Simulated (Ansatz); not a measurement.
## CH7ClOSi2, SMILES [SiH3]CO[SiH2]Cl: a geometry optimisation

Program: Ansatz 0.2.0 through its Python package.

The script, `ch7closi2_opt.py`:
```python
import warnings

import ansatz as az
import numpy as np

warnings.simplefilter("ignore", az.DeckWarning)

molecule = (
    az.Crystal.molecule()
    .atom("Si", [-0.4557, -0.0054, 1.8666])
    .atom("C", [0.3707, 0.7549, 0.3513])
    .atom("O", [1.0289, -0.1416, -0.5465])
    .atom("Si", [0.3543, -0.7595, -1.8649])
    .atom("Cl", [0.1732, 0.7349, -3.2502])
    .atom("H", [-1.1052, 1.1458, 2.6648])
    .atom("H", [0.4699, -0.7239, 2.7105])
    .atom("H", [-1.5525, -0.858, 1.4092])
    .atom("H", [-0.3201, 1.4136, -0.1623])
    .atom("H", [1.1477, 1.4366, 0.7617])
    .atom("H", [-1.1102, -1.1716, -1.4781])
    .atom("H", [1.0761, -1.8811, -2.4279])
)

model = molecule.calculation().basis(gaussian="cc-pVDZ").functional("pbe0")
symbols = [site.symbol for site in molecule.cartesian_sites]
start = np.array([site.position_ang for site in molecule.cartesian_sites], dtype=float)
def progress(event):
    if event["event"] == "relax_step":
        row = event["data"]
        print(f"step {row['step']:3d}  E = {row['lagrangian_ev']:.6f} eV  max force {row['allowed_force_max_ev_ang']:.4f} eV/A")


rep = model.relax(force_tolerance=0.02).session().plan().execute(on_event=progress).report
end = np.array(rep["positions_ang"])

for key in ("converged", "free_energy_ev", "reference_energy_ev", "n_frozen", "n_occupied", "n_virtual"):
    print(f"{key:22s} {rep[key]}")

print("final positions (A) and the move of each atom")
for symbol, xyz, old in zip(symbols, end, start):
    print(f"{symbol:2s} {xyz[0]:10.5f} {xyz[1]:10.5f} {xyz[2]:10.5f}   {np.linalg.norm(xyz - old):7.4f}")

charges = rep["charge_distribution"]
print("dipole moment", round(4.803205 * float(np.linalg.norm(charges["dipole_moment_e_ang"])), 3), "D")
print("Mulliken:", [(s, round(q, 3)) for s, q in zip(symbols, charges["mulliken_charges_e"])])
```

```console
$ python ch7closi2_opt.py
step   1  E = -31463.063526 eV  max force 2.9545 eV/A
step   2  E = -31463.329132 eV  max force 1.0286 eV/A
step   3  E = -31463.377896 eV  max force 0.4672 eV/A
step   4  E = -31463.385702 eV  max force 0.0801 eV/A
step   5  E = -31463.385181 eV  max force 0.2045 eV/A
step   6  E = -31463.388160 eV  max force 0.0431 eV/A
step   7  E = -31463.389308 eV  max force 0.0195 eV/A
step   8  E = -31463.389543 eV  max force 0.0365 eV/A
step   9  E = -31463.389879 eV  max force 0.0229 eV/A
step  10  E = -31463.390028 eV  max force 0.0246 eV/A
step  11  E = -31463.390186 eV  max force 0.0115 eV/A
converged              True
free_energy_ev         -31463.390218378234
reference_energy_ev    -31463.390218378234
n_frozen               0
n_occupied             [33, 33]
n_virtual              [84, 84]
final positions (A) and the move of each atom
Si   -0.47864    0.04782    1.90965    0.0722
C     0.36747    0.78614    0.36638    0.0348
O     0.93181   -0.25703   -0.43139    0.1897
Si    0.27177   -0.78049   -1.87399    0.0856
Cl    0.20499    0.78731   -3.24962    0.0613
H    -1.04276    1.15779    2.74705    0.1040
H     0.51835   -0.72967    2.71122    0.0488
H    -1.58762   -0.86613    1.48188    0.0811
H    -0.34429    1.40917   -0.20678    0.0508
H     1.18812    1.45632    0.67235    0.1000
H    -1.14186   -1.23327   -1.71216    0.2441
H     1.18977   -1.83327   -2.38039    0.1322
dipole moment 1.055 D
Mulliken: [('Si', 0.229), ('C', -0.017), ('O', -0.426), ('Si', 0.534), ('Cl', -0.248), ('H', -0.047), ('H', -0.034), ('H', -0.043), ('H', 0.057), ('H', 0.073), ('H', -0.049), ('H', -0.029)]
```

Total energies depend on the basis set; only differences at equal settings carry meaning. The end point is the stationary point reached from this start; no frequency run checks that it is a minimum, and the basis set is modest. Wall time of the script: 99 s on 1 thread of Arm Neoverse V1, on a shared host, peak memory 0.37 GiB.

(Lines on the test bed's own set-up are left out of the output.)
